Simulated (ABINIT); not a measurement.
Input of an ABINIT 10.8.3 (patched build) run:

Contents of run.abi:

```
# Pseudopotentials
pp_dirpath "./"
pseudos "Pd.upf, Ge.upf"

# Structure
acell 7.8272890719 7.8272890719 7.8272890719
rprim
     1.0000000000     0.0000000000     0.0000000000
     0.0000000000     1.0000000000     0.0000000000
     0.0000000000     0.0000000000     1.0000000000
ntypat 2
znucl 46 32
natom 4
typat 1 2 2 2
xred
     0.0000000000     0.0000000000     0.0000000000
     0.5000000000     0.5000000000     0.0000000000
     0.5000000000     0.0000000000     0.5000000000
     0.0000000000     0.5000000000     0.5000000000

# Plane-wave basis
ecut 1115.666836 eV

# k points
kptopt 1
ngkpt 7 7 7
nshiftk 1
shiftk 0.0 0.0 0.0

# Exchange and correlation
ixc -116133

# Bands and occupations
nband 36
occopt 3
tsmear 0.00183747

# SCF cycle
nstep 100
tolvrs 1.0e-10

# Output
iomode 3
prtwf 0
prtden 0
prteig 0
prtebands 0
```

Potentials or basis: PseudoDojo NC SR PBEsol v0.4.1 standard.

Launch:

```sh
$ abinit run.abi > log 2>&1
```

**Question.** Predict the pressure.

**Answer.** -4.7 GPa.

**Question.** Predict the band gap on the k mesh.

**Answer.** None (metal or under the smearing width).
